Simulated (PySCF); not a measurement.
# C2H10AlSi−: electronic excitations and core binding energies

Aim: predict the electronic excitations and core binding energies of C2H10AlSi− (`C[C@H]([AlH3-])[SiH3]`).

Programs: PySCF 2.14.0, with density-fitted response routines of our own. Each step states its level of theory. These are calculated values for one molecule in the gas phase, unless marked as measured. Atoms are numbered from 0 throughout.

### 1 The molecule as given

14 atoms, charge -1, multiplicity 1; geometry from: GFN2-xTB.

Bonds of the start (Å): C0–C1 1.53, C1–Al2 2.08, C1–Si3 1.87, C0–H4 1.09, C0–H5 1.09, C0–H6 1.10, C1–H7 1.11, Al2–H8 1.62, Al2–H9 1.61, Al2–H10 1.61, Si3–H11 1.47, Si3–H12 1.49, Si3–H13 1.47.

### 2 Excited states and response: B3LYP/def2-SVPD

What the job is given:

```
{"job": {"kind": "uv", "xc": "B3LYP", "basis": "def2-SVPD", "nstates": 8, "ntriplets": 3}, "charge": -1, "multiplicity": 1}
C     -0.228383     1.325457    -0.947547
C     -0.091296     0.314159     0.197635
Al     1.823120    -0.494740     0.163500
Si    -1.500645    -0.917673     0.181923
H      0.612749     2.023108    -0.935193
H     -0.209331     0.810897    -1.908863
H     -1.155710     1.911006    -0.901304
H     -0.185216     0.879925     1.144748
H      2.850352     0.753614     0.157147
H      1.985692    -1.368586    -1.184198
H      2.031404    -1.402317     1.479048
H     -1.579667    -1.749306     1.393638
H     -2.842205    -0.267100     0.115823
H     -1.511541    -1.818917    -0.983502
```

Method: TDDFT B3LYP/def2-SVPD, vertical, gas phase, core orbitals frozen in the response.

**Question.** This job is followed by: delta-SCF UKS SCAN, pcX-2 on the ionised atom, pcseg-1 elsewhere, spin-free X2C. Predict these results of the whole session: lowest singlet (B3LYP/def2-SVPD); brightest single state of those computed; lowest triplet; C1s binding energies, SCAN/pcX-2; Al1s binding energies, SCAN/pcX-2; Al2p binding energies, SCAN/pcX-2; Si1s binding energies, SCAN/pcX-2; Si2p binding energies, SCAN/pcX-2.

The runs gave:

| quantity | value |
| --- | --- |
| lowest singlet (B3LYP/def2-SVPD) | 5.04 eV (246 nm), f = 0.016 |
| brightest single state of those computed | state 5, 5.71 eV, f = 0.094 |
| lowest triplet | 4.96 eV |
| C1s binding energies, SCAN/pcX-2 | C0 286.38, C1 284.63 eV |
| Al1s binding energies, SCAN/pcX-2 | Al2 1559.82 eV |
| Al2p binding energies, SCAN/pcX-2 | Al2 73.57 eV |
| Si1s binding energies, SCAN/pcX-2 | Si3 1841.91 eV |
| Si2p binding energies, SCAN/pcX-2 | Si3 102.33 eV |

The lowest singlet, at 5.04 eV, is HOMO→LUMO 0.96 and is weak; of the 8 states computed, the strongest absorption comes from states 3 to 4 together at 5.51 eV. The lowest triplet lies 0.08 eV below the lowest singlet (triplets in Tamm-Dancoff, singlets in full TDDFT). The lowest singlet lies above −ε(HOMO); no detachment energy was computed, so the anion's states may not be bound. The C1s levels kept as sound span 1.75 eV, from C1 (sp3 CH bonded to Al and Si) up to C0 (methyl carbon).
